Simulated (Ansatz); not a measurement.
# FH7O2Si: a relaxation

Where does the structure go when it is relaxed from here with these settings?

The runs use Ansatz 0.2.0, Gaussian basis; CAM-B3LYP-D4/def2-SVPD.

**1. The starting structure**

The start, a first-order saddle point found at PBE0-D4 in triple zeta: 11 atoms, charge 0, spin multiplicity 1.

Atoms are counted from 1 here; the program's logs count them from 0.

Bond lengths: Si1–H2 1.645 Å, Si1–H3 1.500 Å, Si1–H4 1.487 Å, Si1–O5 1.648 Å, Si1–F7 1.862 Å, O5–H10 0.960 Å, H6–O9 1.046 Å, H8–O9 1.169 Å, O9–H11 0.965 Å. Angles: H2–Si1–H3 83.6°, H2–Si1–H4 106.9°, H2–Si1–O5 128.4°, H2–Si1–F7 82.9°, H3–Si1–H4 103.0°, H3–Si1–O5 95.0°, H3–Si1–F7 164.6°, H4–Si1–O5 123.3°, H4–Si1–F7 88.1°, O5–Si1–F7 87.6°, Si1–O5–H10 114.2°, H6–O9–H8 86.9°, H6–O9–H11 109.2°, H8–O9–H11 109.5°.

Geometry (Å):

```mol
FH7O2Si
  3D, bonds by distance, orders not assigned

 11  9  0  0  0  0  0  0  0  0999 V2000
   -0.5149    0.5579   -0.7810 Si  0  0
    0.5256   -0.7157   -0.8336 H   0  0
   -0.5640    0.3640   -2.2674 H   0  0
   -1.8288    0.0253   -0.3314 H   0  0
   -0.1686    2.1672   -0.8590 O   0  0
    0.5374   -0.5928    1.4099 H   0  0
    0.0040    0.6127    1.0063 F   0  0
    0.7453   -1.2514    0.0502 H   0  0
    0.9433   -1.5259    1.1689 O   0  0
   -0.0107    2.5781   -0.0061 H   0  0
    0.3313   -2.2194    1.4434 H   0  0
  1  2  8  0
  1  3  8  0
  1  4  8  0
  1  5  8  0
  1  7  8  0
  5 10  8  0
  6  9  8  0
  8  9  8  0
  9 11  8  0
M  END
```

**2. The relaxation**

Contents of run/in.yaml:

```yaml
crystal:
  periodic: [false, false, false]
  atoms:
    - {symbol: Si, position_ang: [-0.514932, 0.557949, -0.781032]}
    - {symbol: H, position_ang: [0.525601, -0.715699, -0.833615]}
    - {symbol: H, position_ang: [-0.564018, 0.364000, -2.267427]}
    - {symbol: H, position_ang: [-1.828831, 0.025346, -0.331370]}
    - {symbol: O, position_ang: [-0.168615, 2.167231, -0.858955]}
    - {symbol: H, position_ang: [0.537406, -0.592789, 1.409913]}
    - {symbol: F, position_ang: [0.004044, 0.612667, 1.006306]}
    - {symbol: H, position_ang: [0.745305, -1.251403, 0.050195]}
    - {symbol: O, position_ang: [0.943302, -1.525881, 1.168890]}
    - {symbol: H, position_ang: [-0.010692, 2.578105, -0.006059]}
    - {symbol: H, position_ang: [0.331330, -2.219426, 1.443353]}
basis:
  gaussian: {orbitals: def2-SVPD}
hamiltonian: {xc: {name: CAM-B3LYP}, dispersion: d4}
relax: {f_tol: 0.03, max_steps: 60, escape_saddle: false}
```

Launch:

```console
$ ansatz run in.yaml --threads 4 --pin off --events-out ev --progress --plain --max-ram 9574MiB
```

Q: Predict the outcome of this session. Wanted: energy change; last largest force; RMSD from the start.

As calculated:

| quantity | value |
| --- | --- |
| steps | 21 |
| energy change | -32.0 kcal/mol |
| last largest force | 0.0218 eV/Å |
| RMSD from the start | 0.730 Å |

What this shows: It converged in 21 steps at a force tolerance of 0.03 eV/Å. It left the saddle and ended near the start structure of the step.
